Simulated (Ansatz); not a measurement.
The system is HfIn4SiO6.

```
CELL_PARAMETERS angstrom
3.23023 -5.57768 -0.02470
3.23023 5.57768 -0.02470
-1.49068 0.00000 6.32030
ATOMIC_POSITIONS crystal
Hf 0.10178 0.10178 0.00912
In 0.79222 0.48204 0.00818
In 0.48204 0.79222 0.00818
In 0.54472 0.21983 0.48398
In 0.21983 0.54472 0.48398
Si 0.85433 0.85433 0.44523
O 0.83500 0.58822 0.38104
O 0.58822 0.83500 0.38104
O 0.02899 0.02899 0.29500
O 0.97920 0.97920 0.69555
O 0.42852 0.14514 0.07435
O 0.14514 0.42852 0.07435
```

The cell was built by a generator and needn't be a form met in nature.

| Property | Result |
| --- | --- |
| Program | Ansatz 0.2.0 |
| Task | relaxation of cell and atoms |
| Functional | revPBE |
| Potentials or basis | Ansatz PAW |
| Cutoff | 420 eV (not typed: the program's choice for these potentials) |
| k mesh | 4 × 4 × 3 |
| Occupations | fermi-dirac, width 0.05 eV |
| Spin | no spin polarisation |

At the start: volume 18.94 Å³/atom.

Task: How do energy, volume and symmetry change on relaxing?

Result: It ends after 17 steps and the volume is 20.44 Å³/atom (+7.9 %); space group Cm (No. 8, to 0.05 Å).

The path:
| step | energy change (eV) | largest force (eV/Å) | volume (Å³) |
| --- | --- | --- | --- |
| 1 | 0.0000 | 0.0967 | 227.34 |
| 2 | -0.0080 | 0.3332 | 237.48 |
| 3 | -0.0260 | 0.1723 | 235.66 |
| 4 | -0.0298 | 0.1262 | 237.95 |
| 5 | -0.0322 | 0.0963 | 239.10 |
| 6 | -0.0320 | 0.0507 | 240.24 |
| 7 | -0.0327 | 0.0268 | 240.35 |
| 8 | -0.0332 | 0.0243 | 240.16 |
| 9 | -0.0332 | 0.0051 | 240.20 |
| 10 | -0.0711 | 0.0065 | 240.20 |
| 11 | -0.0690 | 0.0958 | 243.56 |
| 12 | -0.0668 | 0.0627 | 244.92 |
| 13 | -0.0688 | 0.0120 | 244.45 |
| 14 | -0.0781 | 0.0125 | 244.45 |
| 15 | -0.0771 | 0.0141 | 245.14 |
| 16 | -0.0769 | 0.0047 | 245.29 |
| 17 | -0.0784 | 0.0049 | 245.29 |

Final structure:
```
Hf In Si O
1.0
     3.42590   -5.75521    0.02390
     3.42590    5.75521    0.02390
    -1.48674    0.00000    6.20989
Hf In Si O
1 4 1 6
Direct
  0.11614 0.11614 0.01067
  0.78616 0.47847 0.01061
  0.47847 0.78616 0.01061
  0.54718 0.23321 0.47757
  0.23321 0.54718 0.47757
  0.84932 0.84932 0.44459
  0.83259 0.59305 0.38946
  0.59305 0.83259 0.38946
  0.00144 0.00144 0.27272
  0.98010 0.98010 0.69593
  0.42709 0.15524 0.08041
  0.15524 0.42709 0.08041
```

Caveat: the plane-wave basis is chosen anew once the cell has moved, so the energies of steps on either side of that aren't comparable; the PAW data sets come from PBE, with cores solved anew for the run's functional, which leaves a small shift of forces and pressure.
